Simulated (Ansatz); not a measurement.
# HfSiO4: the cost of one run

Method: DFT PBE, scalar-relativistic, plane waves, PAW, in Ansatz 0.2.0.

## 1. The starting structure

The structure is tetragonal, space group I4_1/amd (No. 141). Conventional cell: a = 6.572 Å, b = 6.572 Å, c = 5.963 Å, α = 90.00°, β = 90.00°, γ = 90.00°. Hf (site symmetry -4m2) has 8 O at 2.11 to 2.26 Å in its first shell of neighbours. Si (site symmetry -4m2) is surrounded by 4 O at 1.62 Å. Around O (site symmetry m) lie 1 Si at 1.62 Å and 2 Hf at 2.11 to 2.26 Å.

As a file:

```xyz
48
Lattice="6.5725 0.0000 0.0000 0.0000 6.5725 0.0000 0.0000 0.0000 11.9264" Properties=species:S:1:pos:R:3 pbc="T T T"
Hf    0.0000    3.2862    1.4908
Hf    3.2862    0.0000    4.4724
Hf    0.0000    3.2862    7.4540
Hf    3.2862    0.0000   10.4356
Hf    0.0000    0.0000    0.0000
Hf    0.0000    0.0000    5.9632
Hf    3.2862    3.2862    2.9816
Hf    3.2862    3.2862    8.9448
Si    3.2862    0.0000    1.4908
Si    0.0000    3.2862    4.4724
Si    3.2862    0.0000    7.4540
Si    0.0000    3.2862   10.4356
Si    0.0000    0.0000    2.9816
Si    3.2862    3.2862    0.0000
Si    0.0000    0.0000    8.9448
Si    3.2862    3.2862    5.9632
O     0.0000    5.3599    1.9070
O     3.2862    2.0736    4.8886
O     0.0000    5.3599    7.8702
O     3.2862    2.0736   10.8518
O     4.4989    0.0000    0.4162
O     1.2126    3.2862    3.3978
O     4.4989    0.0000    6.3794
O     1.2126    3.2862    9.3610
O     0.0000    1.2126    1.9070
O     0.0000    1.2126    7.8702
O     3.2862    4.4989    4.8886
O     3.2862    4.4989   10.8518
O     2.0736    0.0000    0.4162
O     2.0736    0.0000    6.3794
O     5.3599    3.2862    3.3978
O     5.3599    3.2862    9.3610
O     3.2862    1.2126    2.5654
O     0.0000    4.4989    5.5470
O     3.2862    1.2126    8.5286
O     0.0000    4.4989   11.5102
O     1.2126    0.0000    4.0562
O     4.4989    3.2862    1.0746
O     1.2126    0.0000   10.0194
O     4.4989    3.2862    7.0378
O     0.0000    2.0736    5.5470
O     3.2862    5.3599    2.5654
O     0.0000    2.0736   11.5102
O     3.2862    5.3599    8.5286
O     2.0736    3.2862    1.0746
O     5.3599    0.0000    4.0562
O     2.0736    3.2862    7.0378
O     5.3599    0.0000   10.0194
```

The runs take a perfect supercell of 48 atoms; the defect goes to fractional position (0.250, 0.750, 0.667).

## 2. The perfect supercell

File input.yaml:

```yaml
crystal:
  lattice:
    - [6.5725, 0.0, 0.0]
    - [0.0, 6.5725, 0.0]
    - [0.0, 0.0, 11.9264]
  atoms:
    - { symbol: Hf, position: [0.0, 0.5, 0.125] }
    - { symbol: Hf, position: [0.5, 0.0, 0.375] }
    - { symbol: Hf, position: [0.0, 0.5, 0.625] }
    - { symbol: Hf, position: [0.5, 0.0, 0.875] }
    - { symbol: Hf, position: [0.0, 0.0, 0.0] }
    - { symbol: Hf, position: [0.0, 0.0, 0.5] }
    - { symbol: Hf, position: [0.5, 0.5, 0.25] }
    - { symbol: Hf, position: [0.5, 0.5, 0.75] }
    - { symbol: Si, position: [0.5, 0.0, 0.125] }
    - { symbol: Si, position: [0.0, 0.5, 0.375] }
    - { symbol: Si, position: [0.5, 0.0, 0.625] }
    - { symbol: Si, position: [0.0, 0.5, 0.875] }
    - { symbol: Si, position: [0.0, 0.0, 0.25] }
    - { symbol: Si, position: [0.5, 0.5, 0.0] }
    - { symbol: Si, position: [0.0, 0.0, 0.75] }
    - { symbol: Si, position: [0.5, 0.5, 0.5] }
    - { symbol: O, position: [0.0, 0.8155, 0.1599] }
    - { symbol: O, position: [0.5, 0.3155, 0.4099] }
    - { symbol: O, position: [0.0, 0.8155, 0.6599] }
    - { symbol: O, position: [0.5, 0.3155, 0.9099] }
    - { symbol: O, position: [0.6845, 0.0, 0.0349] }
    - { symbol: O, position: [0.1845, 0.5, 0.2849] }
    - { symbol: O, position: [0.6845, 0.0, 0.5349] }
    - { symbol: O, position: [0.1845, 0.5, 0.7849] }
    - { symbol: O, position: [0.0, 0.1845, 0.1599] }
    - { symbol: O, position: [0.0, 0.1845, 0.6599] }
    - { symbol: O, position: [0.5, 0.6845, 0.4099] }
    - { symbol: O, position: [0.5, 0.6845, 0.9099] }
    - { symbol: O, position: [0.3155, 0.0, 0.0349] }
    - { symbol: O, position: [0.3155, 0.0, 0.5349] }
    - { symbol: O, position: [0.8155, 0.5, 0.2849] }
    - { symbol: O, position: [0.8155, 0.5, 0.7849] }
    - { symbol: O, position: [0.5, 0.1845, 0.2151] }
    - { symbol: O, position: [0.0, 0.6845, 0.4651] }
    - { symbol: O, position: [0.5, 0.1845, 0.7151] }
    - { symbol: O, position: [0.0, 0.6845, 0.9651] }
    - { symbol: O, position: [0.1845, 0.0, 0.3401] }
    - { symbol: O, position: [0.6845, 0.5, 0.0901] }
    - { symbol: O, position: [0.1845, 0.0, 0.8401] }
    - { symbol: O, position: [0.6845, 0.5, 0.5901] }
    - { symbol: O, position: [0.0, 0.3155, 0.4651] }
    - { symbol: O, position: [0.5, 0.8155, 0.2151] }
    - { symbol: O, position: [0.0, 0.3155, 0.9651] }
    - { symbol: O, position: [0.5, 0.8155, 0.7151] }
    - { symbol: O, position: [0.3155, 0.5, 0.0901] }
    - { symbol: O, position: [0.8155, 0.0, 0.3401] }
    - { symbol: O, position: [0.3155, 0.5, 0.5901] }
    - { symbol: O, position: [0.8155, 0.0, 0.8401] }
basis:
  ecutwfc: 420
  fft_grid_basis: typed
kpoints:
  mp_grid: { grid: [2, 2, 1] }
hamiltonian:
  xc: pbe
  pseudopotentials: { kind: paw }
scf:
  occupations: { method: gaussian, width: 0.05 }
output:
  forces: true
  stress: false
  eigenvalues: true
  bader: false
  write_density: true
  volumetric_format: npy
```

The run is started by

```bash
> ansatz run input.yaml --threads 4 --pin off --max-ram 10240MiB --backend cpu --events-out ev --progress --plain --runs-dir out
```

Q: Estimate wall time and peak memory on 4 threads of Arm Neoverse V2, shared host.

About 8 s, with a peak of 2 GiB.
